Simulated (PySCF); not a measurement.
**[Gd(H2O)3]3+: other functionals and bases at one geometry**

Aim: see how levels, charges and forces of [Gd(H2O)3]3+ depend on the level of theory. The structure is generated, not taken from experiment.

Method: several levels, as the steps say, no spin–orbit coupling; program: PySCF 2.14.0.

3 further runs of the same task are left out: 2 for a known fault of the program, 1 that didn't finish.

### 1 The starting structure

10 atoms, charge 3, spin multiplicity 1.

Bond lengths: Gd1–O2 2.285 Å, Gd1–O5 2.285 Å, Gd1–O8 2.285 Å, O2–H3 0.998 Å, O2–H4 0.998 Å, O5–H6 0.998 Å, O5–H7 0.998 Å, O8–H9 0.998 Å, O8–H10 0.998 Å. Angles: O2–Gd1–O5 120.0°, O2–Gd1–O8 120.0°, O5–Gd1–O8 120.0°, Gd1–O2–H3 128.6°, Gd1–O2–H4 128.6°, H3–O2–H4 102.9°, Gd1–O5–H6 128.6°, Gd1–O5–H7 128.6°, H6–O5–H7 102.9°, Gd1–O8–H9 128.6°, Gd1–O8–H10 128.6°, H9–O8–H10 102.9°.

As a file:

```xyz
10
charge 3, multiplicity 1
Gd    0.0000    0.0000    0.0000
O     2.2852    0.0000    0.0000
H     2.9072    0.7754    0.0853
H     2.9072   -0.7754   -0.0853
O    -1.1426    1.9791    0.0000
H    -2.1252    2.1300    0.0853
H    -0.7821    2.9054   -0.0853
O    -1.1426   -1.9791    0.0000
H    -0.7820   -2.9054    0.0853
H    -2.1251   -2.1300   -0.0853
```

Formal oxidation states: Gd +3. Each metal's 7 4f electrons lie in its core potential, so multiplicities, spins and levels count the valence alone. An earlier session relaxed this geometry at TPSS, Gd lcecp-1-SVP with ECP53, O def2-SVP, H def2-SVP (singlet, point group D3).

At TPSS on the finer grid: E = -263.964520 Eh, HOMO -23.36 eV, LUMO -17.56 eV, Mulliken charge on Gd1 +1.91 e, largest force component 0.004 eV/Å. 

Levels to run: BP86; r2SCAN; PBE0; PBE; TPSS, TZVP; PBE0, SVP. Hardware: 2 threads of Arm Neoverse V2, shared host.

### 2 BP86

run.py (the lines that set the calculation) reads:

```python
mol = gto.M(atom='''
Gd     0.00000     0.00000     0.00000
O      2.28523     0.00001     0.00000
H      2.90718     0.77545     0.08531
H      2.90719    -0.77543    -0.08531
O     -1.14262     1.97906     0.00000
H     -2.12515     2.12997     0.08531
H     -0.78205     2.90541    -0.08531
O     -1.14261    -1.97907     0.00000
H     -0.78203    -2.90542     0.08531
H     -2.12513    -2.12998    -0.08531''',
    basis={'Gd': 'lcecp-1-SVP', 'O': 'def2-SVP', 'H': 'def2-SVP'},
    ecp={'Gd': 'lcecp-1-SVP'},
    charge=3, spin=0)
mf = dft.RKS(mol, xc='B88,P86')
mf.grids.atom_grid = (75, 302)  # f atoms: unpruned, at least (60, 302)
mf = mf.density_fit()  # fitting sets: Gd AutoAux, O def2-universal-JKFIT, H def2-universal-JKFIT
mf.conv_tol = 1e-08; mf.max_cycle = 55
mf.kernel(dm0)  # dm0: the density of the relaxed state
```

Command:

```
$ OMP_NUM_THREADS=2 python run.py
```

### 3 r2SCAN

run.py (the lines that set the calculation), as its differences from that of step 2:

```diff
@@ -14,3 +14,3 @@
     charge=3, spin=0)
-mf = dft.RKS(mol, xc='B88,P86')
+mf = dft.RKS(mol, xc='R2SCAN')
 mf.grids.atom_grid = (75, 302)  # f atoms: unpruned, at least (60, 302)
```

### 4 PBE0

run.py (the lines that set the calculation), as its differences from that of step 3:

```diff
@@ -14,3 +14,3 @@
     charge=3, spin=0)
-mf = dft.RKS(mol, xc='R2SCAN')
+mf = dft.RKS(mol, xc='PBE0')
 mf.grids.atom_grid = (75, 302)  # f atoms: unpruned, at least (60, 302)
```

### 5 PBE

run.py (the lines that set the calculation), as its differences from that of step 4:

```diff
@@ -14,3 +14,3 @@
     charge=3, spin=0)
-mf = dft.RKS(mol, xc='PBE0')
+mf = dft.RKS(mol, xc='PBE')
 mf.grids.atom_grid = (75, 302)  # f atoms: unpruned, at least (60, 302)
```

### 6 TPSS, TZVP

Basis: Gd lcecp-1-TZVP with ECP53, O def2-TZVP, H def2-TZVP. 

run.py (the lines that set the calculation), as its differences from that of step 5:

```diff
@@ -11,6 +11,6 @@
 H     -2.12513    -2.12998    -0.08531''',
-    basis={'Gd': 'lcecp-1-SVP', 'O': 'def2-SVP', 'H': 'def2-SVP'},
-    ecp={'Gd': 'lcecp-1-SVP'},
+    basis={'Gd': 'lcecp-1-TZVP', 'O': 'def2-TZVP', 'H': 'def2-TZVP'},
+    ecp={'Gd': 'lcecp-1-TZVP'},
     charge=3, spin=0)
-mf = dft.RKS(mol, xc='PBE')
+mf = dft.RKS(mol, xc='TPSS')
 mf.grids.atom_grid = (75, 302)  # f atoms: unpruned, at least (60, 302)
@@ -18,2 +18,2 @@
 mf.conv_tol = 1e-08; mf.max_cycle = 55
-mf.kernel(dm0)  # dm0: the density of the relaxed state
+mf.kernel(dm0)  # dm0: free metal ions and neutral atoms
```

### 7 PBE0, SVP

Basis: Gd def2-SVP with ECP28, O def2-SVP, H def2-SVP. The 4f electrons are now in the valence.

run.py (the lines that set the calculation) reads:

```python
mol = gto.M(atom='''
Gd     0.00000     0.00000     0.00000
O      2.28523     0.00001     0.00000
H      2.90718     0.77545     0.08531
H      2.90719    -0.77543    -0.08531
O     -1.14262     1.97906     0.00000
H     -2.12515     2.12997     0.08531
H     -0.78205     2.90541    -0.08531
O     -1.14261    -1.97907     0.00000
H     -0.78203    -2.90542     0.08531
H     -2.12513    -2.12998    -0.08531''',
    basis={'Gd': 'def2-SVP', 'O': 'def2-SVP', 'H': 'def2-SVP'},
    ecp={'Gd': 'def2-SVP'},
    charge=3, spin=7)
mf = dft.UKS(mol, xc='PBE0')
mf.grids.atom_grid = (75, 302)  # f atoms: unpruned, at least (60, 302)
mf = mf.density_fit()  # fitting sets: Gd def2-universal-JKFIT, O def2-universal-JKFIT, H def2-universal-JKFIT
mf.conv_tol = 1e-08; mf.max_cycle = 55
mf.kernel(dm0)  # dm0: free metal ions and neutral atoms
```

Q: Predict the outcome of this session. Wanted: for each run, HOMO; gap; charge on Gd1; dipole; largest force.

As calculated:

| level | state | HOMO (eV) | gap (eV) | charge on Gd1 (e) | dipole (D) | largest force (eV/Å) | basis functions | time |
| --- | --- | --- | --- | --- | --- | --- | --- | --- |
| TPSS (relaxed here) | singlet | -23.36 | 5.79 | 1.91 | 0.00 | 0.00 | 105 | 27 s |
| BP86 | singlet | -23.38 | 5.69 | 1.86 | 0.00 | 0.17 | 105 | 4.7 s |
| r2SCAN | singlet | -23.69 | 6.42 | 1.97 | 0.00 | 0.32 | 105 | 7.2 s |
| PBE0 | singlet | -25.11 | 8.16 | 1.99 | 0.00 | 0.44 | 105 | 4.4 s |
| PBE | singlet | -23.27 | 5.44 | 1.84 | 0.00 | 0.11 | 105 | 4.7 s |
| TPSS, TZVP | singlet | -23.39 | 5.88 | 2.18 | 0.00 | 0.37 | 176 | 20 s |
| PBE0, SVP | octet | -25.09 | 7.06 | 2.04 | 0.00 | 0.43 | 150 | 24 s |

Times are on 2 threads of Arm Neoverse V2, shared host; the first row also made further properties. The dipole of a charged species depends on the origin, so these sizes hold for this origin alone.

In one basis the HOMO–LUMO gap runs from 5.44 eV (PBE) to 8.16 eV (PBE0). The largest leftover force, 0.44 eV/Å with PBE0, stands at a geometry relaxed at another level. The Mulliken charge on Gd spans +1.84 to +2.18 e over the levels. With 4f in the core, its levels are missing from HOMO and gap. Total energies of different levels can't be compared. Spin–orbit coupling is left out throughout.
